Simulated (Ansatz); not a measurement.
# In6Sb5 wurtzite ring sphere (In₆Sb₅H₁₈−): structure and electronic state

Aim: characterise In6Sb5 wurtzite ring sphere (In₆Sb₅H₁₈−) as a singlet: its structure, frontier levels and distribution of charge.

The runs use Ansatz 0.2.0, Gaussian basis; RKS PBE0-D4/def2-TZVP.

Plan: relaxation at PBE-D4/def2-SVP; a single point at PBE0-D4/def2-TZVP.

2 further runs of the same task are left out: 2 set aside as unsound or not needed.

## Step 1: The starting structure

29 atoms, charge -1, spin multiplicity 1.

Atoms are counted from 1 here; the program's logs count them from 0.

Bond lengths: In1–Sb2 2.827 Å, In1–Sb7 2.783 Å, In1–H12 1.744 Å, In1–H13 1.743 Å, Sb2–In4 2.808 Å, Sb2–In5 2.795 Å, Sb2–H14 1.724 Å, Sb3–In4 2.791 Å, Sb3–In8 2.811 Å, Sb3–H15 1.744 Å, Sb3–H16 1.707 Å, In4–Sb6 2.802 Å, In4–H17 1.729 Å, In5–Sb10 2.816 Å, In5–H18 1.740 Å, In5–H19 1.721 Å, Sb6–In11 2.817 Å, Sb6–H20 1.719 Å and more. Angles: Sb2–In1–Sb7 109.8°, Sb2–In1–H12 110.0°, Sb2–In1–H13 109.6°, Sb7–In1–H12 108.6°, Sb7–In1–H13 110.5°, H12–In1–H13 108.4°, In1–Sb2–In4 108.8°, In1–Sb2–In5 109.0°, In1–Sb2–H14 108.3°, In4–Sb2–In5 110.1°, In4–Sb2–H14 110.3°, In5–Sb2–H14 110.2°, In4–Sb3–In8 109.5°, In4–Sb3–H15 109.6°, In4–Sb3–H16 109.9°, In8–Sb3–H15 109.5°, In8–Sb3–H16 109.1°, H15–Sb3–H16 109.2° and more.

In, Sb take a core potential in the def2 sets. No spin-orbit coupling is included. The ion is computed in the gas phase, without counter-ions or solvent.

The start is a built from a lattice or polyhedron geometry.

## Step 2: Relaxation at PBE-D4/def2-SVP

The input, in.yaml:

```yaml
crystal:
  periodic: [false, false, false]
  atoms:
    - {symbol: In, position_ang: [0.162600, -2.542200, -2.187900]}
    - {symbol: Sb, position_ang: [-2.153100, -1.218200, -1.250900]}
    - {symbol: Sb, position_ang: [0.149400, -2.545800, 2.489100]}
    - {symbol: In, position_ang: [-2.129200, -1.231400, 1.556500]}
    - {symbol: In, position_ang: [-2.144600, 1.411200, -2.200100]}
    - {symbol: Sb, position_ang: [-2.124600, 1.414200, 2.479200]}
    - {symbol: Sb, position_ang: [2.436700, -1.235700, -1.257500]}
    - {symbol: In, position_ang: [2.444300, -1.212400, 1.563400]}
    - {symbol: In, position_ang: [2.407800, 1.385300, -2.195500]}
    - {symbol: Sb, position_ang: [0.151100, 2.739600, -1.254300]}
    - {symbol: In, position_ang: [0.189200, 2.719700, 1.542700]}
    - {symbol: H, position_ang: [0.188100, -4.185300, -1.603000]}
    - {symbol: H, position_ang: [0.149700, -2.579300, -3.930400]}
    - {symbol: H, position_ang: [-3.536300, -2.061100, -1.841200]}
    - {symbol: H, position_ang: [0.156400, -4.190400, 1.908800]}
    - {symbol: H, position_ang: [0.158900, -2.554000, 4.196000]}
    - {symbol: H, position_ang: [-3.545400, -2.038700, 2.133100]}
    - {symbol: H, position_ang: [-2.145900, 1.424600, -3.940400]}
    - {symbol: H, position_ang: [-3.541100, 2.217800, -1.599200]}
    - {symbol: H, position_ang: [-3.538300, 2.205700, 1.905600]}
    - {symbol: H, position_ang: [-2.132800, 1.417700, 4.188900]}
    - {symbol: H, position_ang: [3.836200, -2.039600, -1.837900]}
    - {symbol: H, position_ang: [3.872700, -2.040700, 2.103600]}
    - {symbol: H, position_ang: [2.452300, 0.427000, 2.123900]}
    - {symbol: H, position_ang: [2.436300, 1.424900, -3.929100]}
    - {symbol: H, position_ang: [3.882600, 2.228700, -1.635100]}
    - {symbol: H, position_ang: [0.155800, 4.351300, -1.819300]}
    - {symbol: H, position_ang: [1.581000, 1.891600, 2.110400]}
    - {symbol: H, position_ang: [0.170700, 4.387000, 2.118700]}
basis:
  gaussian: {orbitals: def2-SVP}
total_charge: -1
hamiltonian: {xc: pbe, dispersion: d4}
scf: {lower_state_search: "off"}
output: {orbitals: {seedname: orbitals}}
relax: {f_tol: 0.03, max_steps: 70}
```

The run is started by

```console
> ansatz run in.yaml --threads 2 --pin off --events-out ev --progress --plain --max-ram 32768MiB --backend cuda --devices 0, --max-vram 18GiB
```

The runs that follow: Single point, PBE0-D4/def2-TZVP.

Q: Predict the results of all the runs planned. Wanted: point group; commonest bond, hydrogen aside; HOMO, LUMO at PBE0-D4/def2-TZVP.

The runs gave:

```
                       quantity                             value
                    point group                                Cs
 commonest bond, hydrogen aside  In–Sb, 13 of mean length 2.888 Å
HOMO, LUMO at PBE0-D4/def2-TZVP                    -3.85, 1.02 eV
```

The molecule keeps its bonding pattern by the stored test; the atoms moved 0.45 Å (rms), and the angle In4–Sb6–In11 went from 109° to 129°. No usable vibrations, so a minimum isn't proven. Whether this spin is the lowest isn't tested here. The point group is read from a loosely relaxed geometry; soft torsions can leave it below the true symmetry.
